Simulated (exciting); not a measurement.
**Ir3Rh: single point with BLYP**

The system is Ir3Rh.

```
CELL_PARAMETERS angstrom
3.87815 -0.04501 0.06243
-0.04501 3.81445 -0.04370
0.06243 -0.04370 3.83071
ATOMIC_POSITIONS crystal
Ir 0.50000 0.50000 0.00000
Ir 0.00000 0.50000 0.50000
Ir 0.50000 0.00000 0.50000
Rh 0.00000 0.00000 0.00000
```

The cell comes from a database or a generator and needn't be the stable form of this composition.

The cell isn't the ideal one: cell strained at random at fixed volume.

- Program: exciting (release sodium)
- Task: single point
- Functional: BLYP
- Potentials or basis: all-electron LAPW+lo, shipped species files, valence relativity iora*
- rgkmax: 9
- k mesh: 4 × 4 × 4
- Occupations: methfessel-paxton, width 0.01 eV
- Spin: no spin polarisation
- outputlevel: low
- gmaxvr (cutoff of density and potential): 14 1/bohr
- lmaxapw (and lmaxmat): 10
- lmaxvr: 8
- nempty: 30
- Valence relativity: iora*
- epsengy: 1e-05 Ha
- epspot: 1e-05 Ha
- maxscl: 60
- Muffin-tin radii: Ir 2.3, Rh 2.3 bohr

```
Band gap on the k mesh : none (metal or under the smearing width)
```

Levels at points of the mesh, in eV from the Fermi level:
| k point | band 50 | band 51 | band 52 | band 53 | band 54 | band 55 |
| --- | --- | --- | --- | --- | --- | --- |
| (0.00, 0.00, 0.00) | 0.92 | 0.97 | 1.06 | 1.46 | 1.52 | 1.62 |
| (0.50, 0.00, 0.00) | -1.75 | -1.70 | -1.59 | -0.46 | -0.12 | 1.03 |
| (0.00, 0.50, 0.00) | -1.70 | -1.64 | -1.63 | -0.57 | -0.24 | 0.89 |
| (0.50, 0.50, 0.00) | -2.16 | -1.58 | -1.45 | -1.39 | -1.19 | 2.12 |
| (0.00, 0.00, 0.50) | -1.72 | -1.67 | -1.66 | -0.54 | -0.22 | 0.92 |
| (0.50, 0.00, 0.50) | -2.11 | -1.61 | -1.44 | -1.43 | -1.18 | 2.03 |
| (0.00, 0.50, 0.50) | -2.13 | -1.52 | -1.39 | -1.33 | -1.12 | 2.24 |
| (0.50, 0.50, 0.50) | 0.10 | 0.32 | 0.40 | 0.49 | 0.64 | 0.73 |

Wall time 5.8 min on 1 thread of Intel(R) Xeon(R) 6975P-C (Granite Rapids), on a shared host, peak memory 0.2 GiB.

Caveat: the k mesh is coarse (spacing up to 0.41 Å⁻¹), so the values aren't converged. Spin-orbit coupling is left out, which matters for the levels of Ir.
